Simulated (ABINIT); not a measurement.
# Si2Cl (R-3m) in ABINIT: a series of runs

The runs below take Si2Cl through relaxation of cell and atoms, single point, with BLYP.

Everything below comes from runs of ABINIT 10.8.3 (patched build). Logs are shortened: lines on timing, memory, paths and dates and some standing lists are left out, and cuts for length are marked. The log counts tension as positive stress, the text compression.

### 1 The structure

It takes space group R-3m (No. 166, trigonal). The conventional cell has a = 3.881 Å, b = 3.881 Å, c = 16.501 Å, α = 90.00°, β = 90.00°, γ = 120.00°. Around Si (site symmetry 3m) lie 3 Si at 2.34 Å and 1 Cl at 2.41 Å. Cl (site symmetry -3m) has 2 Si at 2.41 Å as nearest neighbours.

The cell was built by a generator and needn't be a form met in nature.

### 2 Relaxation of cell and atoms, BLYP

Contents of run.abi:

```
# Pseudopotentials
pp_dirpath "./"
pseudos "Si.upf, Cl.upf"

# Structure
acell 11.2234831203 11.2234831203 11.2234816708
rprim
     0.3267083521     0.1886260493     0.9261111522
    -0.3267083521     0.1886260493     0.9261111522
     0.0000000000    -0.3772504636     0.9261112718
ntypat 2
znucl 14 17
natom 3
typat 1 1 2
chkprim 0
chksymtnons 0
tolsym 1.0e-6
xred
   0.1457800000   0.1457800000   0.1457800000
   0.8542200000   0.8542200000   0.8542200000
            0.0            0.0            0.0

# Plane-wave basis
ecut 789.130201 eV
ecutsm 0.5

# k points
kptopt 1
ngkpt 6 6 6
nshiftk 1
shiftk 0.0 0.0 0.0

# Exchange and correlation
ixc -106131

# Bands and occupations
nband 12
occopt 3
tsmear 0.00183747

# SCF cycle
nstep 80
tolvrs 1.0e-12

# Output
iomode 3
prteig 0
prtebands 0
prtwf 0
prtden 0

# Relaxation
ionmov 2
optcell 2
ntime 50
tolmxf 2.0e-5
dilatmx 1.08
```

Potentials or basis: PseudoDojo NC SR PBE v0.5 stringent.

Command:

```console
mpirun --bind-to none -np 4 abinit run.abi > log 2>&1
```

run.abo:

```text
.Version 10.8.3 of ABINIT
 Symmetries : space group C2/m (# 12); Bravais mC (1-face-center monocl.)
================================================================================
 Values of the parameters that define the memory need of the present run
     intxc =       0    ionmov =       2      iscf =       7    lmnmax =       6
     lnmax =       6     mgfft =      60  mpssoang =       3    mqgrid =    3001
     natom =       3  nloc_mem =       1    nspden =       1   nspinor =       1
    nsppol =       1      nsym =       4    n1xccc =    2501    ntypat =       2
    occopt =       3   xclevel =       2
       mpw =        4587          nfft =      216000          nkpt =          68
================================================================================
================================================================================

--------------------------------------------------------------------------------
------------- Echo of variables that govern the present computation ------------
--------------------------------------------------------------------------------
 -outvars: echo values of preprocessed input variables --------
            acell      1.1223483120E+01  1.1223483120E+01  1.1223481671E+01 Bohr
              amu      2.80855000E+01  3.54527000E+01
          chkprim           0
      chksymtnons           0
          dilatmx      1.08000000E+00
             ecut      2.90000000E+01 Hartree
           ecutsm      5.00000000E-01 Hartree
           ionmov           2
                       outvar_i_n : Printing only first  50 k-points.
              ixc     -106131
                       outvar_i_n : Printing only first  50 k-points.
         kptrlatt        6    0    0      0    6    0      0    0    6
          kptrlen      4.40016681E+01
            natom           3
            nband          12
            ngfft          60      60      60
             nkpt          68
            nstep          80
             nsym           4
            ntime          50
           ntypat           2
                       prtocc : prtvol=0, do not print more k-points.
           occopt           3
          optcell           2
           prtden           0
        prtebands           0
           prteig           0
            prtwf           0
            rprim      3.2670835210E-01  1.8862604930E-01  9.2611115220E-01
                      -3.2670835210E-01  1.8862604930E-01  9.2611115220E-01
                       0.0000000000E+00 -3.7725046360E-01  9.2611127180E-01
          spgroup          12
           tolmxf      2.00000000E-05
           tolsym      1.00000000E-06
           tolvrs      1.00000000E-12
           tsmear      1.83747000E-03 Hartree
            typat      1  1  2
                       outvars : Printing only first  50 k-points.
           xangst      1.6241256790E-18  1.4577967745E-06  2.4055318142E+00
                      -3.5880942621E-17  8.5421811003E-06  1.4095578175E+01
                       0.0000000000E+00  0.0000000000E+00  0.0000000000E+00
            xcart      3.0691527273E-18  2.7548366511E-06  4.5457963160E+00
                      -6.7805154692E-17  1.6142382797E-05  2.6636782337E+01
                       0.0000000000E+00  0.0000000000E+00  0.0000000000E+00
             xred      1.4578000000E-01  1.4578000000E-01  1.4578000000E-01
                       8.5422000000E-01  8.5422000000E-01  8.5422000000E-01
                       0.0000000000E+00  0.0000000000E+00  0.0000000000E+00
            znucl       14.00000   17.00000

================================================================================

 chkinp: Checking input parameters for consistency.

================================================================================
== DATASET  1 ==================================================================

--- !DatasetInfo
iteration_state: {dtset: 1, }
dimensions: {natom: 3, nkpt: 68, mband: 12, nsppol: 1, nspinor: 1, nspden: 1, mpw: 4587, }
cutoff_energies: {ecut:  29.0, pawecutdg:  -1.0, }
electrons: {nelect:   1.50000000E+01, charge:   0.00000000E+00, occopt:   3.00000000E+00, tsmear:   1.83747000E-03, }
meta: {optdriver: 0, ionmov: 2, optcell: 2, iscf: 7, paral_kgb: 0, }
...

 Real(R)+Recip(G) space primitive vectors, cartesian coordinates (Bohr,Bohr^-1):
 R(1)=  3.6668057  2.1170413 10.3941929  G(1)=  0.1363585  0.0787265  0.0320691
 R(2)= -3.6668057  2.1170413 10.3941929  G(2)= -0.1363585  0.0787265  0.0320691
 R(3)=  0.0000000 -4.2340637 10.3941929  G(3)=  0.0000000 -0.1574529  0.0320693
 Unit cell volume ucvol=  4.8412549E+02 bohr^3
 Angles (23,13,12)=  3.81382693E+01  3.81382693E+01  3.81382143E+01 degrees

 getcut: wavevector=  0.0000  0.0000  0.0000  ngfft=  60  60  60
         ecut(hartree)=     33.826   => boxcut(ratio)=   2.04258

--- Pseudopotential description ------------------------------------------------
- pspini: atom type   1  psp file is ./Si.upf
  14.00000   4.00000  171031                  znucl, zion, pspdat
12 -101130 2 -1 1510                          pspcod,pspxc,lmax,lloc,mmax
     nproj     2     2     2

- pspini: atom type   2  psp file is ./Cl.upf
  17.00000   7.00000  171031                  znucl, zion, pspdat
12 -101130 2 -1 1028                          pspcod,pspxc,lmax,lloc,mmax
     nproj     2     2     2

   4.17212946E+02                                ecore*ucvol(ha*bohr**3)
--------------------------------------------------------------------------------

================================================================================

=== [ionmov= 2] Broyden-Fletcher-Goldfarb-Shanno method (forces)
================================================================================

--- Iteration: ( 1/50) Internal Cycle: (1/1)
--------------------------------------------------------------------------------

---SELF-CONSISTENT-FIELD CONVERGENCE--------------------------------------------

--- !BeginCycle
iteration_state: {dtset: 1, itime: 1, icycle: 1, }
solver: {iscf: 7, nstep: 80, nline: 4, wfoptalg: 0, }
tolerances: {tolvrs: 1.00E-12, }
...
[... 1242 lines left out ...]
  3.73329242542832E+00  2.15542200087223E+00  1.06048573855962E+01
 -3.73329242542832E+00  2.15542200087223E+00  1.06048573855962E+01
  0.00000000000000E+00 -4.31083054391512E+00  1.06048585631733E+01
 Unitary Cell Volume (ucvol) [Bohr^3]=  5.12011264429995E+02
 Angles (23,13,12)= [degrees]
  3.80670886462343E+01  3.80670886462343E+01  3.80670845168781E+01
 Lengths [Bohr]
  1.14475463093380E+01  1.14475463093380E+01  1.14475449386871E+01
 Stress tensor in cartesian coordinates (strten) [Ha/bohr^3]
 -7.23592996295947E-08  0.00000000000000E+00  0.00000000000000E+00
  0.00000000000000E+00 -7.23472344983656E-08  1.29607973963314E-10
  0.00000000000000E+00  1.29607973963314E-10 -9.20691067022791E-08
 Total energy (etotal) [Ha]= -2.47470705986016E+01

 Difference of energy with previous step (new-old):
           Absolute (Ha)=-2.57026E-08
           Relative     =-1.03861E-09

 At Broyd/MD step  12, gradients are converged :
  max grad (force/stress) = 9.2069E-06 < tolmxf= 2.0000E-05 ha/bohr (free atoms)

================================================================================

 ----iterations are completed or convergence reached----

 Mean square residual over all n,k,spin=   10.106E-14; max=  36.894E-12
 reduced coordinates (array xred) for    3 atoms
       0.146494227040      0.146494227040      0.146494227790
       0.853505772960      0.853505772960      0.853505772210
      -0.000000000000      0.000000000000     -0.000000000000
 rms dE/dt=  3.0752E-05; max dE/dt=  3.7776E-05; dE/dt below (all hartree)
    1       0.000037606223      0.000037606223      0.000037775563
    2      -0.000037606223     -0.000037606223     -0.000037775563
    3       0.000000000000      0.000000000000      0.000000000000

 cartesian coordinates (angstrom) at end:
    1     -0.00000000000000     0.00000104155787     2.46631047392159
    2     -0.00000000000000     0.00000608001871    14.36923669780558
    3     -0.00000000000000     0.00000000000000     0.00000000000000

 cartesian forces (hartree/bohr) at end:
    1     -0.00000000000000     0.00000002618761    -0.00000355145448
    2      0.00000000000000    -0.00000002618761     0.00000355145448
    3     -0.00000000000000    -0.00000000000000    -0.00000000000000
 frms,max,avg= 1.6742172E-06 3.5514545E-06   0.000E+00  0.000E+00  0.000E+00 h/b

 cartesian forces (eV/Angstrom) at end:
    1     -0.00000000000000     0.00000134662111    -0.00018262313184
    2      0.00000000000000    -0.00000134662111     0.00018262313184
    3     -0.00000000000000    -0.00000000000000    -0.00000000000000
 frms,max,avg= 8.6091710E-05 1.8262313E-04   0.000E+00  0.000E+00  0.000E+00 e/A
 length scales= 11.447546309338 11.447546309338 11.447544938687 bohr
              =  6.057780623549  6.057780623549  6.057779898232 angstroms
 Fermi (or HOMO) energy (hartree) =   0.10472   Average Vxc (hartree)=  -0.28733
 Eigenvalues (hartree) for nkpt=  68  k points:
 kpt#   1, nband= 12, wtk=  0.00463, kpt=  0.0000  0.0000  0.0000 (reduced coord)
  -0.47600   -0.27843   -0.14714    0.00297    0.00297    0.06068    0.06068    0.13858
   0.18118    0.22059    0.22059    0.24803
      occupation numbers for kpt#   1
   2.00000    2.00000    2.00000    2.00000    2.00000    2.00000    2.00000    0.00000
   0.00000    0.00000    0.00000    0.00000
 prteigrs : prtvol=0 or 1, do not print more k-points.

--- !EnergyTerms
iteration_state     : {dtset: 1, itime: 12, icycle: 1, }
comment             : Components of total free energy in Hartree
kinetic             :  8.50310138450578E+00
hartree             :  4.01309123472659E+00
xc                  : -7.37505973528705E+00
Ewald energy        : -1.92673510880510E+01
psp_core            :  8.14851107334488E-01
local_psp           : -1.48238172479169E+01
non_local_psp       :  3.38834664454575E+00
internal            : -2.47468377001423E+01
'-kT*entropy'       : -2.32898459299383E-04
total_energy        : -2.47470705986016E+01
total_energy_eV     : -6.73402096515108E+02
band_energy         : -1.76686785002879E+00
...

 rms coord change=  5.8316E-04   atom, delta coord (reduced):
     1        0.000714227040      0.000714227040      0.000714227790
     2       -0.000714227040     -0.000714227040     -0.000714227790
     3       -0.000000000000      0.000000000000     -0.000000000000

 Cartesian components of stress tensor (hartree/bohr^3)
  sigma(1 1)= -7.23592996E-08  sigma(3 2)=  1.29607974E-10
  sigma(2 2)= -7.23472345E-08  sigma(3 1)=  0.00000000E+00
  sigma(3 3)= -9.20691067E-08  sigma(2 1)=  0.00000000E+00

-Cartesian components of stress tensor (GPa)         [Pressure=  2.3221E-03 GPa]
- sigma(1 1)= -2.12888409E-03  sigma(3 2)=  3.81319824E-06
- sigma(2 2)= -2.12852913E-03  sigma(3 1)=  0.00000000E+00
- sigma(3 3)= -2.70876664E-03  sigma(2 1)=  0.00000000E+00

== END DATASET(S) ==============================================================
================================================================================

 -outvars: echo values of variables after computation  --------
            acell      1.1447546309E+01  1.1447546309E+01  1.1447544939E+01 Bohr
           etotal     -2.4747070599E+01
            fcart     -6.2756974490E-22  2.6187611102E-08 -3.5514544762E-06
                       6.2756974490E-22 -2.6187611102E-08  3.5514544762E-06
                      -0.0000000000E+00 -0.0000000000E+00 -0.0000000000E+00
            rprim      3.2612162681E-01  1.8828681209E-01  9.2638693909E-01
                      -3.2612162681E-01  1.8828681209E-01  9.2638693909E-01
                       0.0000000000E+00 -3.7657249367E-01  9.2638715288E-01
           strten     -7.2359299630E-08 -7.2347234498E-08 -9.2069106702E-08
                       1.2960797396E-10  0.0000000000E+00  0.0000000000E+00
           xangst     -1.8530125454E-17  1.0415578749E-06  2.4663104739E+00
                      -9.5053520202E-17  6.0800187149E-06  1.4369236698E+01
                      -6.7370822171E-19  7.3997400601E-19  1.8350477079E-19
             xred      1.4649422704E-01  1.4649422704E-01  1.4649422779E-01
                       8.5350577296E-01  8.5350577296E-01  8.5350577221E-01
                      -5.1483082511E-20  2.8953601879E-19 -2.0535339221E-19
 Calculation completed.
```

It took 6.1 min on 4 MPI ranks of AMD EPYC 9R45 (Zen 5), shared host; peak memory 0.56 GiB.

What came out:

- Free energy: -673.4021 eV
- Relaxed volume: 25.29 Å³/atom
- Relaxed cell: a = 6.058 Å, b = 6.058 Å, c = 6.058 Å, α = 38.07°, β = 38.07°, γ = 38.07°
- Space group after relaxing (to 0.05 Å): R-3m (No. 166)
- Energy gained by relaxing: 13.0 meV/atom
- Ionic steps: 12
- Pressure after relaxing: 0.0 GPa
- Band gap on the k mesh: none (metal or under the smearing width)

Step by step:
| step | energy change (eV) | largest force (eV/Å) | pressure (GPa) | volume (Å³) |
| --- | --- | --- | --- | --- |
| 1 | 0.0000 | 0.1525 | 3.01 | 71.74 |
| 2 | -0.0124 | 0.1215 | 2.45 | 72.40 |
| 3 | -0.0382 | 0.0092 | 0.26 | 75.39 |
| 4 | -0.0385 | 0.0047 | 0.08 | 75.69 |
| 5 | -0.0388 | 0.0069 | -0.03 | 75.87 |
| 6 | -0.0390 | 0.0143 | -0.08 | 75.99 |
| 7 | -0.0391 | 0.0189 | -0.05 | 75.95 |
| 8 | -0.0391 | 0.0181 | -0.02 | 75.90 |
| 9 | -0.0391 | 0.0142 | 0.01 | 75.86 |
| 10 | -0.0391 | 0.0066 | 0.02 | 75.85 |
| 11 | -0.0391 | 0.0011 | 0.01 | 75.86 |
| 12 | -0.0391 | 0.0002 | 0.00 | 75.87 |

Final structure:
```
Si Cl
1.0
     1.97557    1.14060    5.61185
    -1.97557    1.14060    5.61185
     0.00000   -2.28119    5.61185
Si Cl
2 1
Direct
  0.14649 0.14649 0.14649
  0.85351 0.85351 0.85351
  0.00000 0.00000 0.00000
```

Caveat: the potentials were made for another functional, which shifts forces and pressure; an odd number of electrons without spin polarisation forces a metal; a magnetic or distorted state may lie lower.

### 3 Single point, BLYP (cell relaxed)

Contents of run.abi:

```
# Pseudopotentials
pp_dirpath "./"
pseudos "Si.upf, Cl.upf"

# Structure
acell 11.4475463006 11.4475463006 11.4475449421
rprim
     0.3261216265     0.1882868118     0.9263869392
    -0.3261216265     0.1882868118     0.9263869392
     0.0000000000    -0.3765724929     0.9263871532
ntypat 2
znucl 14 17
natom 3
typat 1 1 2
xcart
     0.0000000000     0.0000010430     2.4663105208
     0.0000000000     0.0000060770    14.3692366592
     0.0000000000     0.0000000000     0.0000000000 Angstrom
chkprim 0
chksymtnons 0
tolsym 1.0e-6

# Plane-wave basis
ecut 29.0

# k points
kptopt 1
ngkpt 6 6 6
nshiftk 1
shiftk 0.0 0.0 0.0

# Exchange and correlation
ixc -106131

# Bands and occupations
nband 12
occopt 3
tsmear 0.05 eV

# SCF cycle
nstep 100
tolvrs 1.0e-10

# Output
iomode 3
prtwf 0
prtden 0
prteig 0
prtebands 0
enunit 1
```

Potentials or basis: PseudoDojo NC SR PBE v0.5 stringent.

Command:

```console
mpirun --bind-to none -np 4 abinit run.abi > log 2>&1
```

Run time: 16 s. Hardware: 4 MPI ranks of AMD EPYC 9R45 (Zen 5), shared host; peak memory 0.52 GiB.

Results (log left out):

```yaml
Free_energy: -673.4022 eV
Pressure: 0.0 GPa
Band_gap_on_the_k_mesh: none (metal or under the smearing width)
Valence_electrons_inside_the_program's_atomic_spheres: Si 1.69; Cl 5.01
```

Levels at points of the mesh, in eV from the Fermi level:
```tsv
k point	band 6	band 7	band 8	band 9	band 10	band 11
(0.00, 0.00, 0.00)	-1.20	-1.20	0.92	2.08	3.15	3.15
(0.50, 0.00, 0.00)	-3.04	-2.48	0.73	1.34	2.44	5.34
(0.50, 0.50, 0.00)	-3.49	-1.76	-0.73	1.24	3.28	5.20
(0.50, 0.50, 0.50)	-2.38	-0.80	-0.80	1.26	2.87	2.87
```

Caveat: the potentials were made for another functional, which shifts forces and pressure; an odd number of electrons without spin polarisation forces a metal; a magnetic or distorted state may lie lower.
